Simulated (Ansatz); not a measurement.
# C2H5AsO: the cost of one run

All numbers are computed with the Python package of Ansatz 0.2.0. Level of theory: PBE/def2-SVP.

## 1. Starting point

Bond lengths: O1–C2 1.221 Å, C2–C3 1.495 Å, C3–As4 1.970 Å, C2–H5 1.085 Å, C3–H6 1.110 Å, C3–H7 1.111 Å, As4–H8 1.564 Å, As4–H9 1.564 Å. Angles: O1–C2–C3 120.5°, O1–C2–H5 119.7°, C3–C2–H5 119.8°, C2–C3–As4 109.6°, C2–C3–H6 109.3°, C2–C3–H7 110.7°, As4–C3–H6 109.1°, As4–C3–H7 109.3°, H6–C3–H7 108.9°, C3–As4–H8 92.2°, C3–As4–H9 92.3°, H8–As4–H9 92.9°.

No structure file is read: the coordinates are typed or built in the script.

## 2. The code

The input, scan_c2h5aso.py:

```python
"""Stretching a bond of C2H5AsO, the rest held rigid."""

import warnings

import ansatz as az
import matplotlib.pyplot as plt
import numpy as np

warnings.simplefilter("ignore", az.DeckWarning)

geometry = (
    az.Crystal.molecule()
    .atom("O", (-2.1191, 0.2282, -0.6994))
    .atom("C", (-1.3665, 0.0949, 0.2522))
    .atom("C", (-0.0289, -0.5485, 0.0768))
    .atom("As", (1.3893, 0.7746, 0.4212))
    .atom("H", (-1.6665, 0.4595, 1.2292))
    .atom("H", (0.0726, -1.3866, 0.797))
    .atom("H", (0.0829, -0.9458, -0.9549))
    .atom("H", (2.4911, -0.1631, -0.1723))
    .atom("H", (1.1451, 1.4869, -0.9498))
)

symbols = [site.symbol for site in geometry.cartesian_sites]
start = np.array([site.position_ang for site in geometry.cartesian_sites])
axis = (start[0] - start[1]) / np.linalg.norm(start[0] - start[1])
moving = [0]
lengths, energies = [1.04, 1.12, 1.22, 1.34, 1.53, 1.83, 2.2, 2.69], []
for length in lengths:
    xyz = start.copy()
    xyz[moving] += (length - np.linalg.norm(start[0] - start[1])) * axis
    point = az.Crystal.molecule()
    for symbol, place in zip(symbols, xyz):
        point = point.atom(symbol, place.tolist())
    calculation = (
        point.calculation()
        .basis(gaussian="def2-SVP")
        .functional("PBE")
    )
    r = calculation.run(threads=1, pin="off").report
    energies.append(r["free_energy_ev"])
    print(f"r = {length:6.3f} A  E = {energies[-1]:.5f} eV  <S^2> = {abs(r['mean_field']['state']['spin_squared']):.3f}")

print("energy above the lowest point (eV):", [round(e - min(energies), 3) for e in energies])
plt.figure(figsize=(4.5, 3))
plt.plot(lengths, np.array(energies) - min(energies), "o-")
plt.xlabel("bond length (A)")
plt.ylabel("E - E(min) (eV)")
plt.tight_layout()
plt.savefig("scan.png", dpi=100)
```

## 3. The run

Launch:

```sh
python scan_c2h5aso.py
```

Q: Estimate wall time and peak memory on 1 thread of Arm Neoverse V2, shared host.

About 24 s, with a peak of 0.24 GiB.
